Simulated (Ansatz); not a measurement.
# BCl2H5OSi: search for a transition state

Wanted: the transition state of a four-centre ligand exchange (form B1–Si6, O2–H5 and break B1–O2, H5–Si6). The guess is relaxed with those distances held, a saddle search follows, and vibrations and two downhill relaxations check it.

Method: PBE0-D4, def2-SVP first, then def2-TZVP; program: Ansatz 0.2.0, Gaussian basis.

152 further runs of the same task are left out: 152 set aside as unsound or not needed. Runs told in other sessions of the task aren't counted.

### Step 1. The system as given

The guess: 10 atoms, charge 0, spin multiplicity 1.

Atoms are counted from 1 here; the program's logs count them from 0.

Bond lengths: B1–O2 1.590 Å, B1–Cl3 1.816 Å, B1–Cl4 1.838 Å, B1–H5 1.397 Å, B1–Si6 2.143 Å, O2–H7 0.966 Å, Si6–H8 1.468 Å, Si6–H9 1.459 Å, Si6–H10 1.461 Å. Angles: O2–B1–Cl3 109.0°, O2–B1–Cl4 107.7°, O2–B1–H5 50.0°, O2–B1–Si6 113.3°, Cl3–B1–Cl4 113.8°, Cl3–B1–H5 133.0°, Cl3–B1–Si6 105.1°, Cl4–B1–H5 112.9°, Cl4–B1–Si6 108.1°, H5–B1–Si6 64.7°, B1–O2–H7 112.2°, B1–Si6–H8 116.7°, B1–Si6–H9 101.9°, B1–Si6–H10 113.0°, H8–Si6–H9 107.0°, H8–Si6–H10 108.9°, H9–Si6–H10 108.7°.

Coordinates:

```xyz
10
charge 0, multiplicity 1
B    -0.5692    0.5662   -0.1391
O     0.4309    1.7848   -0.3425
Cl   -1.6097    0.4032   -1.6188
Cl   -1.5176    0.8723    1.4048
H     0.8132    0.6337    0.0497
Si    0.4237   -1.3231    0.0550
H     0.2714    2.4978    0.2894
H     1.2944   -1.4932    1.2245
H    -0.7003   -2.2373    0.2236
H     1.1631   -1.7044   -1.1465
```

Distances that are to change: B1–Si6 2.14 Å, O2–H5 1.27 Å, B1–O2 1.59 Å, H5–Si6 2.00 Å.

### Step 2. Constrained relaxation of the guess

hold/in.yaml reads:

```yaml
crystal:
  periodic: [false, false, false]
  atoms:
    - {symbol: B, position_ang: [-0.569200, 0.566200, -0.139100]}
    - {symbol: O, position_ang: [0.430900, 1.784800, -0.342500]}
    - {symbol: Cl, position_ang: [-1.609700, 0.403200, -1.618800]}
    - {symbol: Cl, position_ang: [-1.517600, 0.872300, 1.404800]}
    - {symbol: H, position_ang: [0.813200, 0.633700, 0.049700]}
    - {symbol: Si, position_ang: [0.423700, -1.323100, 0.055000]}
    - {symbol: H, position_ang: [0.271400, 2.497800, 0.289400]}
    - {symbol: H, position_ang: [1.294400, -1.493200, 1.224500]}
    - {symbol: H, position_ang: [-0.700300, -2.237300, 0.223600]}
    - {symbol: H, position_ang: [1.163100, -1.704400, -1.146500]}
basis:
  gaussian: {orbitals: def2-SVP}
hamiltonian: {xc: pbe0, dispersion: d4}
relax: {f_tol: 0.04, max_steps: 150, escape_saddle: false, constraints: [{distance: [0, 5]}, {distance: [1, 4]}, {distance: [0, 1]}, {distance: [4, 5]}]}
```

Run with:

```console
$ ansatz run in.yaml --threads 8 --pin off --events-out ev --progress --plain --max-ram 19148MiB
```

The runs that follow: Force constants to start from; Saddle search in the small basis; Saddle search in triple zeta; Vibrations at the point found; Relaxing after a step of 0.30 Å one way along the mode; Relaxing after a step of 0.30 Å the other way along the mode.

What does the calculation give? Wanted: imaginary mode; barrier from the start side; barrier from the end side; energy of the step; pairs that change; zero-point energy at the saddle.

**Answer**, as computed:

| quantity | value |
| --- | --- |
| imaginary mode | 1365i cm⁻¹ |
| barrier from the start side | 215.9 kJ/mol |
| barrier from the end side | 110.1 kJ/mol |
| energy of the step | +105.8 kJ/mol |
| pairs that change | B1–Si6 formed, O2–H5 formed, B1–O2 loosened, H5–Si6 broken |
| zero-point energy at the saddle | 1.427 eV |

What this shows: One imaginary mode, 1365i cm⁻¹, makes this a first-order saddle. It joins the planned start and end. A bond meant to break is only loosened at the end: the products stay bound as an adduct. At PBE0-D4/def2-TZVP the electronic barrier is 215.9 kJ/mol, about 87 kT at 298 K, and the step runs 105.8 kJ/mol uphill. The barrier is thin enough for tunnelling; the leading (Wigner) term alone is a factor of 2.8 at 298 K. A step off the saddle overshot and began above it in energy, so the link to its end is likely but not proven. Lower complexes than these ends may exist.
